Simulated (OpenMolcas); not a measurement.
# Pt²⁺ among point charges: CASSCF and CASPT2 levels and susceptibility

How does a field of 6 point charges split the states of Pt²⁺, and what χT follows?

The numbers are computed with OpenMolcas 26.06 (state-averaged CASSCF and CASPT2, spin-orbit coupling by RASSI with atomic mean-field integrals), except any that are marked as measured or tabulated.

## Step 1: Starting point

- Species: Pt²⁺ (platinum, Z = 78, 76 electrons)
- Basis: ANO-RCC-VDZP [7s6p4d2f], 59 functions
- Scalar Hamiltonian: DKH2, point nucleus
- Inactive shells: 1s 2s 2p 3s 3p 3d 4s 4p 4d 4f 5s 5p
- Active space: 8 electrons in 5 orbitals (5d)
- Some configurations of this space: 5d⁸
- Orbitals: optimised for each spin and parity, averaged over all roots

Outer shells as boxes (Hund's rule):

5d8
```
5d [↑↓][↑↓][↑↓][↑ ][↑ ]
```

The ion sits among 6 point charges of -1.7 e arranged as an octahedron (Oh), 1.69 Å from the ion.

Each step is its own input file, run in one work folder so that later steps find the files of earlier ones. Labels, J, g values, rates, χT and fits are worked out afterwards by a script from the matrices that RASSI stores. The input lists half of the charges; inversion (Group=XYZ) makes the rest.

## Step 2: Basis and integrals

Contents of a.inp:

```
&GATEWAY
Coord
1

Pt 0.0 0.0 0.0
Basis=ANO-RCC-VDZP
Group=XYZ
NoMove
AngMom=0.0 0.0 0.0
AMFI
XField
3 Angstrom 0
1.690000 0.000000 0.000000 -1.700000
0.000000 1.690000 0.000000 -1.700000
0.000000 0.000000 1.690000 -1.700000
&SEWARD
```

Launch:

```bash
> OMP_NUM_THREADS=1 MOLCAS_MEM=1689 MOLCAS_PROJECT=a pymolcas a.inp > a.log
```

## Step 3: Reference wave functions, triplets of even parity, 10 roots

Contents of a.inp:

```
&RASSCF
FileOrb=start.orb
Symmetry=1
Spin=3
nActEl=8 0 0
Inactive=15 19
Ras2=5 0
CIRoot=10 10 1
SDav=10
CIMx=300
Iter=120 100
PrWF=0.3
OrbListing=Nothing
MaxOrb=0
>>> COPY $Project.JobIph JOB001
```

start.orb holds the contracted functions of the basis, ordered by shell, or the orbitals of the step before.

## Step 4: CASSCF: singlets of even parity, 15 roots

Contents of a.inp:

```
&RASSCF
FileOrb=start.orb
Symmetry=1
Spin=1
nActEl=8 0 0
Inactive=15 19
Ras2=5 0
CIRoot=15 15 1
SDav=15
CIMx=300
Iter=120 100
PrWF=0.3
OrbListing=Nothing
MaxOrb=0
>>> COPY $Project.JobIph JOB002
```

## Step 5: RASSI: spin-orbit coupling between the states

Contents of a.inp:

```
&RASSI
NrOfJobIphs=2 10 15
1 2 3 4 5 6 7 8 9 10
1 2 3 4 5 6 7 8 9 10 11 12 13 14 15
IphNames
JOB001
JOB002
EJob
SpinOrbit
DIPRint=1.0
SOCoupling=1000.0
Subsets=2
Property=9
'ANGMOM' 1 'ANGMOM' 2 'ANGMOM' 3 'MLTPL  1' 1 'MLTPL  1' 2 'MLTPL  1' 3
'AMFI' 1 'AMFI' 2 'AMFI' 3
SOProperty=3
'ANGMOM' 1 'ANGMOM' 2 'ANGMOM' 3
```

## Step 6: CASPT2: IPEA 0.25, imaginary shift 0.1 (closed shells correlated: 5s 5p)

Contents of a.inp:

```
>>> COPY JOB001 $Project.JobIph
&CASPT2
Multistate=10 1 2 3 4 5 6 7 8 9 10
NoMult
Frozen=14 16
IPEA=0.25
Imaginary=0.1
MaxIter=60
WThr=0.0 0.3 0.05
PrWF=0.5
NoMix
>>> COPY JOB002 $Project.JobIph
&CASPT2
Multistate=15 1 2 3 4 5 6 7 8 9 10 11 12 13 14 15
NoMult
Frozen=14 16
IPEA=0.25
Imaginary=0.1
MaxIter=60
WThr=0.0 0.3 0.05
PrWF=0.5
NoMix
```

(Steps that only read results are left out.)

Before running it: what results should come out? Wanted: spin-free ground state; first state of the same spin within the active space; lowest level; next level.

**Answer**, as computed:

| quantity | value |
| --- | --- |
| method | SS-CASPT2, IPEA 0.25, imaginary shift 0.1 (closed shells correlated: 5s 5p) |
| spin-free ground state | 3A2, 1-fold in its orbital part |
| first state of the same spin within the active space | 3T2 at 24900 cm⁻¹ |
| lowest level | 3-fold T2 |
| next level | 11183.9 cm⁻¹ |
| χT at 300 K | 1.67 cm³ K/mol |
| effective moment at 300 K | 3.66 μB |

Cost by method:

```
                                              method  time of its own steps  time with the reference
                                           A. CASSCF                   11 s                     11 s
B. SS-CASPT2, IPEA 0.25, imaginary shift 0.1, +5s 5p                  4.1 s                     16 s
```

Times are of one thread on a shared host.

In words: The spin-free ground state (3A2) comes to 100 % from free-ion F terms and keeps the highest spin of the shell. χT at 300 K is 1.67, against 1.00 cm³ K/mol for the spin alone, so orbital moment adds to it. A ligand-field fit to the states below 45000 cm-1 gives 10Dq = 24018 cm-1, B = 811 cm-1 and C = 2965 cm-1 (C/B = 3.66), with a deviation of 405 cm-1. CASPT2 does not keep the components of a term degenerate, and the means are used. The field of point charges can differ much from that of real complexes. Point charges carry no covalency, so the field is a model and not that of real ligands.
